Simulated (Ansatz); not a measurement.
# SnO2 (rutile type): optics inputs, tried as typed

Does this optics input for SnO2 (rutile type) end well? It is run as it stands.

Program: Ansatz 0.2.0. Level of theory: plane waves, PAW; settings as the input shows. These are calculated values, not measurements.

## 1. The starting structure

The structure is tetragonal, space group P4_2/mnm (No. 136). The conventional cell has a = 4.761 Å, b = 4.761 Å, c = 3.200 Å, α = 90.00°, β = 90.00°, γ = 90.00°. Sn (site symmetry mmm) has 6 O at 2.06 to 2.07 Å as nearest neighbours. O (site symmetry m2m) is surrounded by 3 Sn at 2.06 to 2.07 Å.

As a file:

```
CELL_PARAMETERS angstrom
4.76057 0.00000 0.00000
0.00000 4.76057 0.00000
0.00000 0.00000 3.20008
ATOMIC_POSITIONS crystal
Sn 0.00000 0.00000 0.00000
Sn 0.50000 0.50000 0.50000
O 0.30588 0.30588 0.00000
O 0.19412 0.80588 0.50000
O 0.80588 0.19412 0.50000
O 0.69412 0.69412 0.00000
```

The cell was relaxed beforehand with r2SCAN; those runs aren't shown. No run includes spin-orbit coupling, which matters for Sn.

For scale, an earlier run with the standard settings (PBE, 4×4×6, gaussian width 0.1 eV, scissors 0 eV) gave ε∞ 4.52 (xx, yy), 4.82 (zz); tallest peak of ε₂: 5.2 at 9.70 eV.

## 2. Input 1

The input, input.yaml:

```yaml
crystal:
  lattice:
    - [4.7605737225, 0.0, 0.0]
    - [0.0, 4.7605737225, 0.0]
    - [0.0, 0.0, 3.2000802721]
  atoms:
    - { symbol: Sn, position: [0.0, 0.0, 0.0] }
    - { symbol: Sn, position: [0.5, 0.5, 0.5] }
    - { symbol: O, position: [0.3058781126, 0.3058781126, 0.0] }
    - { symbol: O, position: [0.1941218874, 0.8058781126, 0.5] }
    - { symbol: O, position: [0.8058781126, 0.1941218874, 0.5] }
    - { symbol: O, position: [0.6941218874, 0.6941218874, 0.0] }
kpoints:
  mp_grid: { grid: [4, 4, 4] }
hamiltonian:
  xc: lda
scf:
  occupations: { method: fixed }
output:
  optics:
    e_range: [12, 0]
    de: 0.1
    sigma: 0.4
    scissors: 1.0
    scheme: fermi_dirac
    bands: auto
```

Run with:

```bash
> ansatz run input.yaml --threads 4 --pin off --max-ram 5529MiB --backend cpu --events-out ev --progress --plain --runs-dir out
```

What it wrote:

```text
Error: invalid value for `output.optics.e_range`: [12, 0] eV must be finite with min < max
```

Wall time 0.1 s (4 threads of Arm Neoverse V1, shared host); peak memory 0.083 GiB.

**Diagnosis.** The program refused the input. The photon range runs backwards. To mend it, put the lower energy first.

## 3. How the runs ended

| input | settings | ended | fault | time |
| --- | --- | --- | --- | --- |
| 1 | LDA, 4×4×4, fermi-dirac width 0.4 eV, scissors 1 eV | refused | the photon range runs backwards | 0.1 s |

In words: 1 refused. No run passed without a fault or warning, so no result is quoted.
